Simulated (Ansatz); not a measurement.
# KTm3C: the cost of one run

Method: DFT PBE, scalar-relativistic, plane waves, PAW; 4f electrons in the core of a trivalent norm-conserving potential, in Ansatz 0.2.0.

**1. The structure to begin with**

It takes space group P6_3/mmc (No. 194, hexagonal). The conventional cell has a = 6.735 Å, b = 6.735 Å, c = 5.539 Å, α = 90.00°, β = 90.00°, γ = 120.00°. K (site symmetry -6m2) is surrounded by 12 Tm at 3.37 to 3.42 Å. Around Tm (site symmetry mm2) lie 2 C at 2.33 Å. C (site symmetry -3m) is surrounded by 6 Tm at 2.33 Å.

Coordinates:

```cif
data_structure
_symmetry_space_group_name_H-M 'P6_3/mmc'
_symmetry_Int_Tables_number 194
_cell_length_a 6.7352
_cell_length_b 6.7352
_cell_length_c 5.5394
_cell_angle_alpha 90.000
_cell_angle_beta 90.000
_cell_angle_gamma 120.000
_cell_volume 217.62
loop_
_atom_site_label
_atom_site_type_symbol
_atom_site_symmetry_multiplicity
_atom_site_Wyckoff_symbol
_atom_site_fract_x
_atom_site_fract_y
_atom_site_fract_z
_atom_site_occupancy
K1 K 2 d 0.33333 0.66667 0.75000 1
Tm1 Tm 6 h 0.16110 0.83890 0.25000 1
C1 C 2 a 0.00000 0.00000 0.00000 1
```

The cell is invented: species swapped into a database cell of CsScCl3 (P6_3/mmc, No. 194), with K on the Cs sites, C on the Sc sites and Tm on the Cl sites. The dimensions are guesses.

**2. A first look at the guess**

input.yaml reads:

```yaml
crystal:
  lattice:
    - [6.73519207, 0.0, 0.0]
    - [-3.36759603, 5.83284743, 0.0]
    - [0.0, 0.0, 5.53935192]
  atoms:
    - { symbol: K, position: [0.33333333, 0.66666667, 0.75] }
    - { symbol: K, position: [0.66666667, 0.33333333, 0.25] }
    - { symbol: Tm, position: [0.16109999, 0.83890001, 0.25] }
    - { symbol: Tm, position: [0.32219997, 0.16109999, 0.75] }
    - { symbol: Tm, position: [0.16109999, 0.32219997, 0.25] }
    - { symbol: Tm, position: [0.83890001, 0.16109999, 0.75] }
    - { symbol: Tm, position: [0.67780003, 0.83890001, 0.25] }
    - { symbol: Tm, position: [0.83890001, 0.67780003, 0.75] }
    - { symbol: C, position: [0.0, 0.0, 0.0] }
    - { symbol: C, position: [0.0, 0.0, 0.5] }
basis:
  ecutwfc: 690
kpoints:
  mp_grid: { grid: [3, 3, 4] }
hamiltonian:
  xc: pbe
  pseudopotentials:
    kind: paw
    azcp: { Tm: "pseudopotentials/pbe/nc/lanthanide_3plus/Tm.nc.azcp" }
scf:
  occupations: { method: gaussian, width: 0.1 }
  lower_state_search: "off"
output:
  forces: true
  stress: true
  eigenvalues: true
```

Run with:

```sh
> ansatz run input.yaml --threads 1 --pin off --max-ram 2560MiB --backend cpu --events-out ev --progress --plain --runs-dir out
```

**Question.** How long does this run take on 1 thread of AMD EPYC (Zen 3), shared host, and how much memory does it need?

About 38 s, with a peak of 0.65 GiB.
